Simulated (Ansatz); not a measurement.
# Ta3W2: the cost of one run

Method: DFT PBE, scalar-relativistic, plane waves, PAW, in Ansatz 0.2.0.

### Step 1. The structure to begin with

Symmetry: Fmmm, No. 69, orthorhombic system. Conventional cell: a = 3.239 Å, b = 4.580 Å, c = 22.901 Å, α = 90.00°, β = 90.00°, γ = 90.00°. Ta (site symmetry mmm) is surrounded by 4 W at 2.80 Å and 4 Ta at 2.80 Å. Ta (site symmetry mm2) is surrounded by 6 Ta at 2.80 Å and 2 W at 2.80 Å. Around W (site symmetry mm2) lie 4 Ta at 2.80 Å and 4 W at 2.80 Å.

As a file:

```xyz
5
Lattice="0.0000 2.2901 11.4507 1.6194 0.0000 11.4507 1.6194 2.2901 0.0000" Properties=species:S:1:pos:R:3 pbc="T T T"
Ta    0.0000    0.0000    0.0000
Ta    1.6194    2.2901    4.5803
Ta    1.6194    2.2901   18.3212
W     1.6194    2.2901   13.7409
W     1.6194    2.2901    9.1606
```

The start is an ordering of an alloy on its end members' structure types: elements ordered on the sites of the Mo type, Ta/W on Mo (Fmmm, No. 69).

### Step 2. The guess as it stands, on a coarse mesh

input.yaml reads:

```yaml
crystal:
  lattice:
    - [0.0, 2.29014733, 11.45073664]
    - [1.6193787, 0.0, 11.45073664]
    - [1.6193787, 2.29014733, 0.0]
  atoms:
    - { symbol: Ta, position: [0.0, 0.0, 0.0] }
    - { symbol: Ta, position: [0.2, 0.2, 0.8] }
    - { symbol: Ta, position: [0.8, 0.8, 0.2] }
    - { symbol: W, position: [0.6, 0.6, 0.4] }
    - { symbol: W, position: [0.4, 0.4, 0.6] }
basis:
  ecutwfc: 420
kpoints:
  mp_grid: { grid: [6, 6, 6] }
hamiltonian:
  xc: pbe
scf:
  occupations: { method: gaussian, width: 0.1 }
  lower_state_search: "off"
output:
  forces: true
  stress: true
  eigenvalues: true
```

The run is started by

```sh
$ ansatz run input.yaml --threads 4 --pin off --max-ram 8192MiB --backend cpu --events-out ev --progress --plain --runs-dir out
```

Q: Estimate wall time and peak memory on 4 threads of AMD EPYC (Zen 3), shared host.

About 5.2 s, with a peak of 0.49 GiB.
